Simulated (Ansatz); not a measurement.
## NaB (distorted cell): a check of forces and pressure against finite differences, step by step

Computed with Ansatz 0.2.0 through its Python package.

Run as a notebook:

```python
import ansatz
import numpy as np
```

```python
VECTORS = np.array([
    [-0.04915, 2.7653, 2.63007],
    [2.64864, -0.02614, 2.60707],
    [2.63056, 2.72421, -0.00806],
])
SITES = [
    ("Na", (0.98791, 0.00271, 0.00925)),
    ("B", (0.50291, 0.47067, 0.52176)),
]


def on_lattice(cell):
    crystal = ansatz.Crystal(lattice=ansatz.Lattice.of(cell))
    for symbol, position in SITES:
        crystal = crystal.atom(symbol, position)
    return crystal
```

```python
def solve(crystal):
    return (
        crystal.calculation()
        .functional(ansatz.Functional.PBE)
        .occupations("Fermi-Dirac", width=150 * ansatz.meV)
        .basis(540, xc_grid=2)
        .kpoints(6, 6, 6)
        .scf(tolerance=1e-09)
        .forces()
        .stress()
        .run(threads=1)
    ).report
```

```python
centre = solve(on_lattice(VECTORS))
start = on_lattice(VECTORS)
# move one atom both ways along a Cartesian axis
print(f"force on atom 1 along z: analytic {centre['forces_ev_ang'][1][2]:.4f} eV/A")
for h in (0.004, 0.016):
    shift = np.eye(3)[2] * h @ np.linalg.inv(VECTORS)
    plus, minus = (solve(start.move(1, to=np.array(SITES[1][1]) + sign * shift))["lagrangian_ev"] for sign in (1, -1))
    print(f"  step {h} A: numerical {-(plus - minus) / (2 * h):.4f} eV/A")
# P = -dF/dV; the difference feels the change of the plane-wave count with the cell
volume = abs(np.linalg.det(VECTORS))
larger, smaller = (solve(on_lattice(VECTORS * (1 + sign * 0.005) ** (1 / 3)))["lagrangian_ev"] for sign in (1, -1))
numerical = -(larger - smaller) / (0.01 * volume) * 160.21766
print(f"pressure: analytic {np.trace(centre['stress_gpa']) / 3:.3f}, numerical {numerical:.3f} GPa")
```

    DeckWarning: output.stress: scf.convergence.dr2_threshold = 1e-9 eV is looser than the 2e-10 eV advised for a printed stress (1e-10 eV for each atom of the cell: 2). What an SCF threshold leaves in a stress goes as its square root, and in the free energy as the threshold itself, and one threshold admits the most on a small cell: of the crystals measured, under no hybrid functional and no lock of [...]
    force on atom 1 along z: analytic 0.1293 eV/A
      step 0.004 A: numerical 0.1293 eV/A
      step 0.016 A: numerical 0.1294 eV/A
    pressure: analytic 0.645, numerical 0.646 GPa

For a metal this k-point mesh is coarse: on a finer one energies can move by several to tens of meV an atom and pressures by half a GPa or more, differences at one mesh by less. The smearing is wide enough that free energy and stress hold a thermal part of the electrons. Pressure is positive in compression. The cell is a database structure, distorted on purpose. Warnings are shown shortened and without file and line. The central difference errs as the square of the step, so the shorter step is the fairer test; what remains comes from the finite grid and the SCF threshold. Hardware and time: 24 s on 1 thread of Arm Neoverse V2 (shared host), peak memory 0.44 GiB.
